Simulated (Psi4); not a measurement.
# GaBH3ClO (SMILES O[B](Cl)[GaH2]): MP2/6-31G(d) (spherical functions)

Aim: the vertical ionisation energy of GaBH3ClO at MP2/6-31G* (spherical functions), from 2 runs. 

Program for the calculation: Psi4 1.11.

2 further runs of the same task are left out: 2 set aside as unsound or not needed.

### 1 Starting point

GaBH3ClO: 7 atoms, total charge 0, spin state singlet. SMILES: `O[B](Cl)[GaH2]`. The shape is that of a PBE0-D4/def2-TZVP optimisation. This is one conformer, not always the lowest.

Bond lengths: O1–B2 1.344 Å, B2–Cl3 1.789 Å, B2–Ga4 2.095 Å, O1–H5 0.965 Å, Ga4–H6 1.572 Å, Ga4–H7 1.572 Å. Angles: O1–B2–Cl3 118.4°, O1–B2–Ga4 123.4°, Cl3–B2–Ga4 118.3°, B2–O1–H5 114.1°, B2–Ga4–H6 121.3°, B2–Ga4–H7 121.3°, H6–Ga4–H7 117.4°.

### 2 The energy at MP2/6-31G(d) (spherical functions)

Input file bclgah3o_ase.py:

```python
import numpy as np
from ase.calculators.psi4 import Psi4
from ase import Atoms

a = Atoms(['O', 'B', 'Cl', 'Ga', 'H', 'H', 'H'], positions=[
    [-0.845500, -1.229100, 0.927100],
    [-0.031900, -0.664900, 0.017900],
    [0.899000, -1.736200, -1.070500],
    [0.202400, 1.406200, -0.190800],
    [-0.850900, -2.194300, 0.905900],
    [-0.691300, 2.232500, -1.186100],
    [1.318000, 2.185900, 0.596500],
])
calc = Psi4(atoms=a, method='mp2', basis='6-31G*', memory='2200MB', num_threads=1, charge=0, multiplicity=1, label='calc')
calc.psi4.set_options({'puream': True, 'e_convergence': 1e-09, 'd_convergence': 1e-08, 'scf_type': 'pk', 'num_frozen_docc': 16, 'mp2_type': 'conv'})
a.calc = calc

print(f'energy: {a.get_potential_energy():.6f} eV')
```

On the command line:

```bash
$ python bclgah3o_ase.py
```

calc.dat:

```text
[...]
  Running in c1 symmetry.
[...]
  Nuclear repulsion =  275.852652829301860
[...]
  Multiplicity = 1
[...]
  Nalpha       = 32
  Nbeta        = 32
[...]
    Number of basis functions: 84
[...]
   @RHF iter   1: -2482.25419446397791   -3.25098e+00   3.08981e-02 ADIIS/DIIS
[...]
   @RHF iter  13: -2483.80086539416379    2.72848e-12   3.33931e-09 DIIS
[...]
    Orbital Energies [Eh]
    ---------------------
    Doubly Occupied:
       1A   -378.834826     2A   -104.812412     3A    -48.213305
       4A    -42.544830     5A    -42.541767     6A    -42.541466
       7A    -20.605255     8A    -10.554209     9A     -8.022084
      10A     -8.020040    11A     -8.019819    12A     -7.678755
      13A     -6.420354    14A     -4.515452    15A     -4.508463
      16A     -4.507679    17A     -1.399293    18A     -1.204301
      19A     -1.199900    20A     -1.199276    21A     -1.193862
      22A     -1.193253    23A     -1.106800    24A     -0.784219
      25A     -0.655818    26A     -0.615250    27A     -0.572596
      28A     -0.550241    29A     -0.474812    30A     -0.472378
      31A     -0.423559    32A     -0.383374
[...]
  @RHF Final Energy: -2483.80086539416379
   => Energetics <=
    Nuclear Repulsion Energy =            275.8526528293018600
    One-Electron Energy =               -4007.7677368873119121
    Two-Electron Energy =                1248.1142186638464864
    Total Energy =                      -2483.8008653941633384
[...]
 Multipole Moments:
 ------------------------------------------------------------------------------------
     Multipole            Electronic (a.u.)      Nuclear  (a.u.)        Total (a.u.)
 ------------------------------------------------------------------------------------
 L = 1.  Multiply by 2.5417464519 to convert [e a0] to [Debye]
 Dipole X            :          0.7518231           -1.0240106           -0.2721875
 Dipole Y            :          4.0305884           -4.4198564           -0.3892681
 Dipole Z            :         -0.7415114            1.0399872            0.2984758
 Magnitude           :                                                    0.5609844
[...]
	SCS-MP2 Total Energy (a.u.)        : -2484.38723758521746
	SOS-MP2 Total Energy (a.u.)        : -2484.32809513257826
	SCSN-MP2 Total Energy (a.u.)       : -2484.11313754409775
[...]
	SOS-PI-MP2 Total Energy (a.u.)     : -2484.41596675564733
[...]
	MP2 Total Energy (a.u.)            : -2484.41765086742635
[...]
```

Standard output:

```text
energy: -67604.447744 eV
```

Wall time 9.3 s (1 thread of AMD EPYC 7R43 (Zen 3), shared host); peak memory 0.4 GiB.

### 3 The doublet cation, same level

Input file job.json:

```json
{
 "schema_name": "qcschema_input",
 "schema_version": 1,
 "molecule": {
  "schema_name": "qcschema_molecule",
  "schema_version": 2,
  "symbols": ["O", "B", "Cl", "Ga", "H", "H", "H"],
  "geometry": [-1.59776344, -2.32266238, 1.75196509, -0.06028226, -1.2564789, 0.0338261, 1.69886379, -3.2809425, -2.02295182, 0.38248057, 2.65733288, -0.36055974, -1.60796796, -4.14662604, 1.7119029, -1.30636767, 4.21881357, -2.24140416, 2.49065903, 4.13075234, 1.12722163],
  "molecular_charge": 1,
  "molecular_multiplicity": 2,
  "fix_symmetry": "c1",
  "fix_com": true,
  "fix_orientation": true
 },
 "driver": "energy",
 "model": {
  "method": "mp2",
  "basis": "6-31G*"
 },
 "keywords": {
  "reference": "uhf",
  "puream": true,
  "e_convergence": 1e-09,
  "d_convergence": 1e-08,
  "scf_type": "pk",
  "num_frozen_docc": 16,
  "mp2_type": "conv",
  "maxiter": 100
 }
}
```

On the command line:

```bash
$ psi4 --qcschema job.json -n 1 --memory 2200MB
```

stdout:

```text
[...]
  Running in c1 symmetry.
[...]
  Nuclear repulsion =  275.852652696018652
[...]
  Multiplicity = 2
[...]
  Nalpha       = 32
  Nbeta        = 31
[...]
    Number of basis functions: 84
[...]
   @UHF iter   1: -2481.84549889516211   -2.84229e+00   3.09739e-02 ADIIS/DIIS
[...]
   @UHF iter  23: -2483.45637613238523   -9.54969e-12   8.57357e-09 DIIS
[...]
   @S^2 Observed:                7.687442908E-01
[...]
    Orbital Energies [Eh]
    ---------------------
    Alpha Occupied:
       1A   -379.101808     2A   -105.048617     3A    -48.479263
       4A    -42.810113     5A    -42.809447     6A    -42.806972
       7A    -20.827089     8A    -10.787709     9A     -8.259375
      10A     -8.252576    11A     -8.252060    12A     -7.967630
      13A     -6.687028    14A     -4.781271    15A     -4.778726
      16A     -4.771242    17A     -1.618587    18A     -1.473147
      19A     -1.468405    20A     -1.461777    21A     -1.460865
      22A     -1.460575    23A     -1.338540    24A     -1.025154
      25A     -0.895492    26A     -0.870573    27A     -0.787070
      28A     -0.782406    29A     -0.701753    30A     -0.685357
      31A     -0.671464    32A     -0.656598
[...]
  @UHF Final Energy: -2483.45637613238523
   => Energetics <=
    Nuclear Repulsion Energy =            275.8526526960186516
    One-Electron Energy =               -3992.0347059146724860
    Two-Electron Energy =                1232.7256770862682060
    Total Energy =                      -2483.4563761323856852
  UHF NO Occupations:
  HONO-2 :   30  A 1.9973942
  HONO-1 :   31  A 1.9956988
[...]
 Multipole Moments:
 ------------------------------------------------------------------------------------
     Multipole            Electronic (a.u.)      Nuclear  (a.u.)        Total (a.u.)
 ------------------------------------------------------------------------------------
 L = 1.  Multiply by 2.5417464519 to convert [e a0] to [Debye]
 Dipole X            :        -27.0500025           27.2303867            0.1803842
 Dipole Y            :         -5.8819962            5.9405431            0.0585469
 Dipole Z            :         30.5816349          -30.7849613           -0.2033264
 Magnitude           :                                                    0.2780429
[...]
	SCS-MP2 Total Energy (a.u.)        : -2484.03143630199656
	SOS-MP2 Total Energy (a.u.)        : -2483.97302942846682
	SCSN-MP2 Total Energy (a.u.)       : -2483.76476442462217
[...]
	SOS-PI-MP2 Total Energy (a.u.)     : -2484.05913831114685
[...]
	MP2 Total Energy (a.u.)            : -2484.06214116637557
[...]
```

The result, in JSON:

```text
{
 "driver": "energy",
 "model": {
  "method": "mp2",
  "basis": "6-31G*"
 },
 "success": true,
 "return_result": -2484.0621411663756,
 "properties": {
  "calcinfo_nbasis": 84,
  "calcinfo_nmo": 84,
  "calcinfo_nalpha": 32,
  "calcinfo_nbeta": 31,
  "calcinfo_natom": 7,
  "nuclear_repulsion_energy": 275.85265269601865,
  "return_energy": -2484.0621411663756,
  "scf_one_electron_energy": -3992.0347059146725,
  "scf_two_electron_energy": 1232.7256770862682,
  "scf_dipole_moment": [0.18038422171098745, 0.0585468945863612, -0.20332638954072024],
  "scf_total_energy": -2483.4563761323852,
  "scf_iterations": 23,
  "mp2_same_spin_correlation_energy": -0.17522062058920113,
  "mp2_opposite_spin_correlation_energy": -0.4305444134012103,
  "mp2_singles_energy": 0.0,
  "mp2_doubles_energy": -0.6057650339904114,
  "mp2_correlation_energy": -0.6057650339903375,
  "mp2_total_energy": -2484.0621411663756
 }
}
```

It took 11 s on 1 thread of AMD EPYC 7R43 (Zen 3), shared host; peak memory 0.4 GiB.

### 4 Results

At MP2/6-31G* (spherical functions), 16 core orbitals frozen:

| quantity | value |
| --- | --- |
| singlet GaBH3ClO: total energy | -2484.41765 Eh |
| singlet GaBH3ClO: HOMO energy (Hartree–Fock orbitals) | -10.43 eV |
| singlet GaBH3ClO: LUMO energy (Hartree–Fock orbitals) | 1.00 eV |
| singlet GaBH3ClO: HOMO–LUMO gap (Hartree–Fock orbitals) | 11.44 eV |
| singlet GaBH3ClO: correlation energy (16 core orbitals frozen) | -616.8 mEh |
| doublet cation: total energy | -2484.06214 Eh |
| doublet cation: HOMO energy (Hartree–Fock orbitals) (highest over α and β) | -16.96 eV |
| doublet cation: LUMO energy (Hartree–Fock orbitals) (lowest over α and β) | -8.34 eV |
| doublet cation: correlation energy (16 core orbitals frozen) | -605.8 mEh |
| doublet cation: ⟨S²⟩ of the reference determinant | 0.769 |
| vertical ionisation energy (to the doublet cation) | 9.674 eV |

What this shows: Removing an electron at fixed nuclei costs 9.67 eV (933 kJ/mol).
